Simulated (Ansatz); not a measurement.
**Ta3AsAu2O13 under changes of volume**

One of the cells (15.769 Å³/atom); the others are scaled copies at fixed shape and fractional positions:

```
CELL_PARAMETERS angstrom
5.72386 0.00000 0.00000
1.29464 6.25668 0.00000
0.26816 1.30982 8.36637
ATOMIC_POSITIONS crystal
Ta 0.21713 0.30521 0.58431
Ta 0.03325 0.11123 0.99855
Ta 0.58248 0.62145 0.50482
As 0.58707 0.89691 0.83049
Au 0.58004 0.09228 0.18613
Au 0.04485 0.82077 0.44682
O 0.66201 0.69726 0.71088
O 0.51632 0.13418 0.69625
O 0.85098 0.88773 0.91932
O 0.34466 0.87003 0.94651
O 0.73015 0.29240 0.03095
O 0.24622 0.21809 0.11075
O 0.12900 0.09398 0.49104
O 0.48032 0.38887 0.43499
O 0.05966 0.26685 0.78594
O 0.93330 0.53240 0.45645
O 0.49975 0.85161 0.34971
O 0.25256 0.62988 0.62473
O 0.91878 0.95175 0.22636
```

The cell was built by a generator and needn't be a form met in nature.

```yaml
Program: Ansatz 0.2.0
Functional: PBE
Potentials_or_basis: Ansatz PAW
Cutoff: "420 eV (not typed: the program's choice for these potentials)"
k_mesh: 5 × 5 × 4
Occupations: fermi-dirac, width 0.05 eV
Spin: no spin polarisation
```

| volume (Å³/atom) | energy over the lowest point (meV/atom) | pressure (GPa) | gap on the mesh (eV) | largest force (eV/Å) |
| --- | --- | --- | --- | --- |
| 14.823 | 31.70 | 11.4 | 1.51 | 1.372 |
| 15.139 | 13.56 | 7.1 | 1.44 | 0.880 |
| 15.454 | 3.28 | 3.4 | 1.36 | 0.425 |
| 15.769 | 0.00 | 0.0 | 1.30 | 0.012 |
| 16.085 | 3.02 | -3.0 | 1.23 | 0.386 |
| 16.400 | 11.66 | -5.7 | 1.17 | 0.747 |
| 16.716 | ? | ? | ? | ? |

Problem. What does the run at 16.716 Å³/atom give?

Solution. Energy over the lowest point 25.30 meV/atom; pressure -8.1 GPa; gap on the mesh 1.11 eV; largest force 1.080 eV/Å.

Worked out: A Birch-Murnaghan fit of order 3 (a polynomial in V^(-2/3)) to the other rows has its minimum at 15.77 Å³/atom with B0 = V·E''(V) = 160 GPa and B' = 4.4 at fixed shape and positions, which overstates the stiffness. It gives 25.41 meV/atom at 16.716 Å³/atom, against the run's 25.30, and -dE/dV = -8.2 GPa, against -8.1. A straight line through the other rows of the gap, of slope -3.38 eV per unit of ln V, extrapolates to 1.10 eV, against the run's 1.11.

Energies are extrapolated to zero smearing.

Caveats: odd divisions of the mesh miss points on the zone boundary, where band edges often lie, so the gap on the mesh can be too wide; spin-orbit coupling is left out, which moves the levels of the heavy elements; forces of over 1 eV/Å show positions far from the minimum, so gaps and moduli don't describe the material at rest (some runs).

A mesh can miss the band edges.
